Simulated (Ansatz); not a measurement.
**F3GaH2OSi: up Jacob's ladder to CCSD(T)**

One table from this session's results is given with a row withheld; the runs are named, their logs left out.

The runs use Ansatz 0.2.0, Gaussian basis; functionals in def2-TZVPP, the program's frozen cores in correlated methods.

Levels to be run: LDA (SPW92), PBE-D4, revPBE-D4, BLYP-D4, r2SCAN-D4, B97M-V, PBE0-D4, B3LYP-D4, r2SCANh-D4, r2SCAN0-D4, HSE06-D4, BHLYP-D4, CAM-B3LYP-D4, LC-ωPBE, ωB97X-V, ωB97M-V, B2PLYP, PBE-QIDH; CCSD(T)/def2-SVP; CCSD(T)/def2-TZVPP; MP2/def2-QZVPP; extrapolation to the limit; RPA on PBE.

## The geometry

An earlier PBE0-D4 in a triple-zeta def2 set relaxation fixed the geometry.

SMILES `[OH][GaH][Si](F)(F)F`, 8 atoms, charge 0, spin multiplicity 1.

Atoms are counted from 1 here; the program's logs count them from 0.

Bond lengths: O1–Ga2 1.782 Å, O1–H7 0.960 Å, Ga2–Si3 2.413 Å, Ga2–H8 1.554 Å, Si3–F4 1.587 Å, Si3–F5 1.585 Å, Si3–F6 1.585 Å. Angles: Ga2–O1–H7 114.9°, O1–Ga2–Si3 115.3°, O1–Ga2–H8 115.4°, Si3–Ga2–H8 129.2°, Ga2–Si3–F4 111.1°, Ga2–Si3–F5 112.8°, Ga2–Si3–F6 112.8°, F4–Si3–F5 106.5°, F4–Si3–F6 106.5°, F5–Si3–F6 106.7°.

Set-up of the first run:

Contents of in.yaml:

```yaml
crystal:
  periodic: [false, false, false]
  atoms:
    - {symbol: O, position_ang: [-0.647373, -1.963442, -1.084979]}
    - {symbol: Ga, position_ang: [0.683439, -0.926580, -0.509580]}
    - {symbol: Si, position_ang: [0.003911, 1.104031, 0.603741]}
    - {symbol: F, position_ang: [-1.577567, 1.219598, 0.664311]}
    - {symbol: F, position_ang: [0.523435, 2.409566, -0.129319]}
    - {symbol: F, position_ang: [0.519501, 1.186211, 2.100096]}
    - {symbol: H, position_ang: [-1.528015, -1.627763, -0.903362]}
    - {symbol: H, position_ang: [2.114867, -1.458620, -0.796708]}
basis:
  gaussian: {orbitals: def2-TZVPP}
hamiltonian: {xc: lda}
output: {orbitals: {seedname: orbitals}}
```

On the command line:

```bash
ansatz run in.yaml --threads 4 --pin off --events-out ev --progress --plain --max-ram 10444MiB
```

Among the steps run: LDA; PBE-D4 (GGA); revPBE-D4 (GGA); BLYP-D4 (GGA); r2SCAN-D4 (meta-GGA); B97M-V (meta-GGA); B3LYP-D4 (hybrid); r2SCANh-D4 (hybrid); r2SCAN0-D4 (hybrid); HSE06-D4 (hybrid); BHLYP-D4 (hybrid); CAM-B3LYP-D4 (range-separated); LC-ωPBE (range-separated); ωB97X-V (range-separated); ωB97M-V (range-separated); B2PLYP (double hybrid); PBE-QIDH (double hybrid).

One table of the session follows, with a row left open; its other results are not shown here.

It belongs to the step «Orbital energies across the functionals». 

```
  functional  HOMO (eV)  LUMO (eV)  gap (eV)
 LDA (SPW92)          ?          ?         ?
      PBE-D4      -7.23      -2.92      4.31
   revPBE-D4      -7.16      -2.80      4.36
     BLYP-D4      -7.13      -2.85      4.28
   r2SCAN-D4      -7.53      -2.75      4.78
      B97M-V      -7.61      -2.90      4.71
     PBE0-D4      -8.56      -2.18      6.38
    B3LYP-D4      -8.36      -2.43      5.93
  r2SCANh-D4      -8.02      -2.48      5.54
  r2SCAN0-D4      -8.76      -2.08      6.68
    HSE06-D4      -8.16      -2.55      5.61
    BHLYP-D4      -9.81      -1.45      8.36
CAM-B3LYP-D4      -9.92      -1.26      8.66
     LC-ωPBE     -11.19      -0.06     11.13
     ωB97X-V     -10.86      -0.20     10.66
     ωB97M-V     -10.67      -0.41     10.26
```

Q: Estimate the row for LDA (SPW92) from the others.

The run gave: HOMO (eV): -7.41; LUMO (eV): -3.21; gap (eV): 4.20. In the column «HOMO (eV)» it lies between r2SCAN-D4 (-7.53) and PBE-D4 (-7.23).
